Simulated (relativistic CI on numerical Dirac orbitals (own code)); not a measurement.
# Tl²⁺: one ion under different settings

How much do the settings matter for Tl²⁺? One ion, several inputs.

The numbers are computed with relativistic CI on numerical Dirac orbitals (own code) version 3 (Dirac-Coulomb-Breit CI, KLI orbitals optimised for each configuration, model QED (radiative potential, 1s self-energy scaled to tabulated hydrogen-like ionisation energies), numerical settings as typed), except any that are marked as measured or tabulated.

## (1) The atom as given

* ion: Tl²⁺ (Tl III)
* nuclear charge: 81
* electrons: 79
* isotope: A = 205

## (2) The usual input

Input settings:

```ini
atom Tl  Z=81  charge=2  electrons=79
nucleus A=205  rms_radius_fm=5.4759
hamiltonian dirac-coulomb  breit=on  qed=on  c_scale=1
orbitals kli  potential=per-configuration
slater_scale 1
correlation none
mixing on
grid step=0.0125 r_max=86.5
scf mixing=0.4 start=green max_iterations=150 tolerance=2e-08 node_fill=0.05
configurations
  [Xe] 4f14 5d10 6s
  [Xe] 4f14 5d10 6p
  [Xe] 4f14 5d9 6s2
end
```

On the command line:

```
python run_levels.py task.json out
```

task.json lists these runs, among others, and the program works through them in turn.

## (3) Slater scale 0.6

Settings: those of step 2 with these lines changed.

```diff
@@ -4,3 +4,3 @@
 orbitals kli  potential=per-configuration
-slater_scale 1
+slater_scale 0.6
 correlation none
```

## (4) Node fill 0.2, Slater scale 1.2, iteration limit 30

Input settings:

```ini
atom Tl  Z=81  charge=2  electrons=79
nucleus A=205  rms_radius_fm=5.4759
hamiltonian dirac-coulomb  breit=on  qed=on  c_scale=1
orbitals kli  potential=per-configuration
slater_scale 1.2
correlation none
mixing on
grid step=0.0125 r_max=86.5
scf mixing=0.4 start=green max_iterations=30 tolerance=2e-08 node_fill=0.2
configurations
  [Xe] 4f14 5d10 6s
  [Xe] 4f14 5d10 6p
  [Xe] 4f14 5d9 6s2
end
```

## (5) Tolerance 0.0001

Input settings:

```ini
atom Tl  Z=81  charge=2  electrons=79
nucleus A=205  rms_radius_fm=5.4759
hamiltonian dirac-coulomb  breit=on  qed=on  c_scale=1
orbitals kli  potential=per-configuration
slater_scale 1
correlation none
mixing on
grid step=0.0125 r_max=86.5
scf mixing=0.4 start=green max_iterations=150 tolerance=0.0001 node_fill=0.05
configurations
  [Xe] 4f14 5d10 6s
  [Xe] 4f14 5d10 6p
  [Xe] 4f14 5d9 6s2
end
```

(Steps that only read results are left out.)

What does the calculation give? Wanted: lowest level, usual settings; total energy; first excitation.

As calculated:

| setting | total energy less usual (Ha) | largest shift of a level among the lowest eight of both runs, same label and place (cm⁻¹) | SCF iterations | time | lowest level | kind of change |
| --- | --- | --- | --- | --- | --- | --- |
| usual | 0 | 0 | 37 | 0.38 s | 6s 2S1/2 | - |
| Slater scale 0.6 | 0 | 153 | 37 | 0.38 s | 6s 2S1/2 | model term |
| node fill 0.2, Slater scale 1.2, iteration limit 30 | 0.000683 | 364 | 39 | 0.39 s | 6s 2S1/2 | model term |
| tolerance 0.0001 | 4.02e-06 | 1.71 | 27 | 0.33 s | 6s 2S1/2 | numerical |

```
                    quantity           value
lowest level, usual settings        6s 2S1/2
                total energy  -20233.9845 Ha
            first excitation      60995 cm⁻¹
```

Among the runs whose levels can be followed, they move most under «node fill 0.2, Slater scale 1.2, iteration limit 30» (model term), by up to 364 cm⁻¹. Only the listed configurations are in the model. In a near-neutral ion this small CI can misplace whole configurations by 10,000 cm⁻¹ or more, above all where the count of f electrons changes.
